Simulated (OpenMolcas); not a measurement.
# SnH2OF (SMILES [O][SnH2][F]) at 6 levels

Aim: a comparison of 6 runs (UHF/3-21G, UHF/def2-SVP, UPBE0/def2-SVP, UM06-2X/def2-SVPD, UTPSS/def2-TZVP, ROMP2/def2-SVP) of SnH2OF. 

Program for the calculation: OpenMolcas 26.06.

1 further run of the same task is left out (set aside as unsound or not needed).

## Step 1: The molecule

SnH2OF: 5 atoms, total charge 0, spin state doublet. As SMILES, `[O][SnH2][F]`. Geometry: a GFN2-xTB relaxation, a rough one for these elements and not checked as a minimum.

Bond lengths: O1–Sn2 1.774 Å, Sn2–F3 1.936 Å, Sn2–H4 1.701 Å, Sn2–H5 1.703 Å. Angles: O1–Sn2–F3 112.8°, O1–Sn2–H4 120.4°, O1–Sn2–H5 119.7°, F3–Sn2–H4 98.8°, F3–Sn2–H5 98.5°, H4–Sn2–H5 102.7°.

## Step 2: Energy and gradient at UHF/3-21G (run 1)

job.input reads:

```
* FH2OSn Hartree-Fock

&GATEWAY
 BasLib=$CurrDir
 Coord
 5
 angstrom
 O       -0.808570       0.491000       1.661780
 Sn       0.005850      -0.015020       0.169800
 F       -0.875800       0.640820      -1.424070
 H        0.099270      -1.662530      -0.244010
 H        1.579250       0.545730      -0.163500
 Basis=3-21G
 Group=NoSym

&SEWARD

&SCF
 UHF
 Spin=2
 Thresholds=1e-10 1e-07 1e-07 1e-05
 PrOrbitals=1 2

&ALASKA
```

The basis set 3-21G is read from a file made from the Basis Set Exchange's data (not shown).

Command:

```sh
$ export MOLCAS_MEM=1860
$ pymolcas job.input > job.log
```

What it wrote:

```text
--- Start Module: gateway ---
[...]
--- Stop Module: gateway /rc=_RC_ALL_IS_WELL_ ---
[...]
      Basis functions           53
[...]
--- Start Module: scf ---
[...]
       Convergence after  27 Iterations
[...]
::    Total SCF energy                              -6170.7412038483
[...]
      Total spin, S                                     0.5025621170
[...]
      Total electronic charge=   69.000000
      Total            charge=   -0.000000
[...]
      Dipole Moment (debye):
      Origin of the operator (angstrom)=   -0.1732    0.1090    0.1241
                   X=  1.6343E+00               Y= -1.2361E+00               Z=  1.9096E+00           Total=  2.8009E+00
      Quadrupole Moment (debye*angstrom):
[...]
--- Stop Module: scf /rc=_RC_ALL_IS_WELL_ ---
[...]
--- Start Module: alaska ---
[...]
 *              Molecular gradients               *
 **************************************************
  Irreducible representation: a
 ------------------------------------------------------------------------------------------
                              X                       Y                       Z
 ------------------------------------------------------------------------------------------
  O1                8.03070359878362E-02   -4.96555822289597E-02   -1.44464636364194E-01
  SN2              -7.73141789348628E-02    4.48481577377002E-02    1.93125939352425E-01
  F3                2.76071144085677E-04    1.08132375004111E-03   -2.53954385880633E-02
  H4                5.22975289647443E-03    1.21038645342963E-02   -1.12208929812598E-02
  H5               -8.49868109357033E-03   -8.37776379309885E-03   -1.20449714189537E-02
 ------------------------------------------------------------------------------------------
--- Stop Module: alaska /rc=_RC_ALL_IS_WELL_ ---
[...]
```

Wall time 3.6 s (1 thread of Arm Neoverse V2, shared host); peak memory 0.38 GiB.

## Step 3: Energy and forces at UHF/def2-SVP (core potential) (run 2)

geom.xyz reads:

```xyz
5

O     -0.808570     0.491000     1.661780
Sn     0.005850    -0.015020     0.169800
F     -0.875800     0.640820    -1.424070
H      0.099270    -1.662530    -0.244010
H      1.579250     0.545730    -0.163500
```

job.inp reads:

```
&gateway
  baslib=$CurrDir
  coord=geom.xyz
  basis=def2-SVP
  group=NoSym

&seward

&scf
  uhf
  spin=2
  thresholds=1e-10 1e-07 1e-07 1e-05
  prorbitals=0

&alaska
```

The basis set def2-SVP is read from a file made from the Basis Set Exchange's data (not shown).

Command:

```sh
$ export MOLCAS_MEM=1860
$ pymolcas job.inp > job.log
```

What it wrote:

```text
--- Start Module: gateway ---
[...]
--- Stop Module: gateway /rc=_RC_ALL_IS_WELL_ ---
[...]
      Basis functions           64
[...]
--- Start Module: scf ---
[...]
       Convergence after  34 Iterations
[...]
::    Total SCF energy                               -388.5919962426
[...]
      Total spin, S                                     0.5037580044
[...]
      Total electronic charge=   41.000000
      Total            charge=   -0.000000
[...]
      Dipole Moment (debye):
      Origin of the operator (angstrom)=   -0.1732    0.1090    0.1241
                   X=  1.8147E+00               Y= -1.3514E+00               Z=  1.8920E+00           Total=  2.9495E+00
      Quadrupole Moment (debye*angstrom):
[...]
--- Stop Module: scf /rc=_RC_ALL_IS_WELL_ ---
[...]
--- Start Module: alaska ---
[...]
 *              Molecular gradients               *
 **************************************************
  Irreducible representation: a
 ------------------------------------------------------------------------------------------
                              X                       Y                       Z
 ------------------------------------------------------------------------------------------
  O1                7.09807112274277E-02   -4.38576792383687E-02   -1.27424609804672E-01
  SN2              -8.61981719476894E-02    5.20290683844262E-02    1.57141384552721E-01
  F3                5.68793523249944E-03   -3.22602219606960E-03   -8.35421351045618E-03
  H4                8.30255805103819E-03    2.78669179176028E-03   -1.04464588990256E-02
  H5                1.22696743670403E-03   -7.73205874177441E-03   -1.09161023385760E-02
 ------------------------------------------------------------------------------------------
--- Stop Module: alaska /rc=_RC_ALL_IS_WELL_ ---
[...]
```

It took 5.7 s on 1 thread of Arm Neoverse V2, shared host; peak memory 0.4 GiB.

## Step 4: Energy and gradient at UPBE0/def2-SVP (core potential) (run 3)

geom.xyz is that of step 3.

mol.inp reads:

```
* FH2OSn Kohn-Sham DFT
>>> EXPORT MOLCAS_PRINT=2

&GATEWAY
  BasLib
  $CurrDir
  Coord
  geom.xyz
  Basis
  def2-SVP
  Group
  NoSym

&SEWARD
  GridInput
  Grid=UltraFine
  End of Grid

&SCF
  UHF
  Spin
  2
  KSDFT
  PBE0
  Thresholds
  1e-10 1e-07 1e-07 1e-05
  PrOrbitals
  1

&ALASKA
```

The basis set def2-SVP is read from a file made from the Basis Set Exchange's data (not shown).

Command:

```sh
$ export MOLCAS_MEM=1860
$ pymolcas mol.inp > mol.log
```

What it wrote:

```text
--- Start Module: gateway ---
[...]
--- Stop Module: gateway /rc=_RC_ALL_IS_WELL_ ---
[...]
      Basis functions           64
[...]
--- Start Module: scf ---
[...]
       Convergence after  26 Iterations
[...]
::    Total KS-DFT energy                            -390.1468038825
[...]
      Total spin, S                                     0.5032129678
[...]
      Total electronic charge=   41.000000
      Total            charge=   -0.000000
[...]
      Dipole Moment (debye):
      Origin of the operator (angstrom)=   -0.1732    0.1090    0.1241
                   X=  1.9616E+00               Y= -1.4109E+00               Z=  1.2446E+00           Total=  2.7180E+00
      Quadrupole Moment (debye*angstrom):
[...]
--- Stop Module: scf /rc=_RC_ALL_IS_WELL_ ---
[...]
--- Start Module: alaska ---
[...]
 *              Molecular gradients               *
 **************************************************
  Irreducible representation: a
 ------------------------------------------------------------------------------------------
                              X                       Y                       Z
 ------------------------------------------------------------------------------------------
  O1                6.29186715040957E-02   -3.89357352838093E-02   -1.15115529114298E-01
  SN2              -7.25589494313947E-02    4.42545760353683E-02    1.28879351120448E-01
  F3                7.53338625949684E-03   -4.89465205788253E-03    6.47202057283636E-04
  H4                4.98291273159901E-03    5.67664084547648E-03   -6.92932436388483E-03
  H5               -2.87602106385521E-03   -6.10082953914182E-03   -7.48169969945112E-03
 ------------------------------------------------------------------------------------------
--- Stop Module: alaska /rc=_RC_ALL_IS_WELL_ ---
[...]
```

It took 25 s on 1 thread of Arm Neoverse V2, shared host; peak memory 0.4 GiB.

Runs 4 to 5 aren't shown in full; the table further down has their settings and results.

## Step 5: The energy at ROMP2/def2-SVP (core potential) (run 6)

calc.input reads:

```
>>> EXPORT MOLCAS_PRINT=2

&gateway
  baslib=$CurrDir
  coord
  5
  angstrom
  O       -0.808570       0.491000       1.661780
  Sn       0.005850      -0.015020       0.169800
  F       -0.875800       0.640820      -1.424070
  H        0.099270      -1.662530      -0.244010
  H        1.579250       0.545730      -0.163500
  basis=def2-SVP
  group=NoSym

&seward

&scf
  uhf
  spin=2
  thresholds=1e-10 1e-07 1e-07 1e-05
  prorbitals=1 1

&rasscf
  fileorb=$Project.UnaOrb
  spin=2
  nactel=1 0 0
  inactive=20
  ras2=1
  outorbitals=Canonical
  orblisting=Nothing

&caspt2
  ipea=0.0
  frozen=6
```

The basis set def2-SVP is read from a file made from the Basis Set Exchange's data (not shown).

Command:

```sh
$ export MOLCAS_MEM=1860
$ pymolcas calc.input > calc.log
```

What it wrote:

```text
--- Start Module: gateway ---
[...]
--- Stop Module: gateway /rc=_RC_ALL_IS_WELL_ ---
[...]
      Basis functions           64
[...]
       Convergence after  34 Iterations
[...]
::    Total SCF energy                               -388.5919962426
[...]
      Total spin, S                                     0.5037580044
[...]
--- Start Module: rasscf ---
[...]
      Number of active orbitals                  1
[...]
      Spin quantum number                      0.5
[...]
      Active orbitals                            1
[...]
      Number of CSFs                             1
[...]
      Number of root(s) required                 1
[...]
      Convergence after  8 iterations
[...]
      printout of CI-coefficients larger than  0.05 for root  1
      energy=    -388.587973
      conf/sym  1     Coeff  Weight
             1  u   1.00000 1.00000
      Natural orbitals and occupation numbers for root  1
      sym 1:   1.000000
      ************************************************************************************************************************
      *                                                    Final results                                                     *
[...]
::    RASSCF root number  1 Total energy:   -388.58797290
[...]
      Total electronic charge=   41.000000
      Total            charge=   -0.000000
[...]
      Dipole Moment (debye):
      Origin of the operator (angstrom)=   -0.1732    0.1090    0.1241
                   X=  1.7998E+00               Y= -1.3424E+00               Z=  1.9012E+00           Total=  2.9421E+00
      Quadrupole Moment (debye*angstrom):
[...]
--- Stop Module: rasscf /rc=_RC_ALL_IS_WELL_ ---
[...]
--- Start Module: caspt2 ---
[...]
      E2 (Variational):          -0.4493343320
      Total energy:            -389.0373072348
[...]
      Reference weight:           0.88872
[...]
::    CASPT2 Root  1     Total energy:   -389.03730723
[...]
```

Wall time 6.3 s (1 thread of Arm Neoverse V2, shared host); peak memory 0.4 GiB.

## Step 6: All runs side by side

```tsv
run	level	integration grid	task	energy (Eh)	dipole moment (D)	HOMO energy (eV)	LUMO energy (eV)	wall time
1	UHF/3-21G	–	gradient	-6170.741204	2.80	-12.43	1.22	3.6 s
2	UHF/def2-SVP (core potential)	–	gradient	-388.591996	2.95	-12.57	0.54	5.7 s
3	UPBE0/def2-SVP (core potential)	UltraFine	gradient	-390.146804	2.72	-9.28	-5.34	25 s
4	UM06-2X/def2-SVPD (core potential)	UltraFine	gradient	-390.203606	2.84	-10.69	-4.27	93 s
5	UTPSS/def2-TZVP (core potential)	UltraFine	gradient	-390.501239	2.72	-8.00	-6.70	2.1 min
6	ROMP2/def2-SVP (core potential)	–	energy	-389.037307	–	–	–	6.3 s
```

## Step 7: What came out

| quantity | value |
| --- | --- |
| run 6: total energy | -389.03731 Eh |

In words: Over runs 1, 2, 3, 4, 5 the dipole moment (its size) runs from 2.72 D (UPBE0/def2-SVP) to 2.95 D (UHF/def2-SVP). Totals of different functionals can't be ranked against each other. Some runs of one species differ in core potentials or relativity; totals across that change don't compare. In run 1 relativity is left out where basis or elements ask for it. All runs together took 4.4 min, the longest 2.1 min.
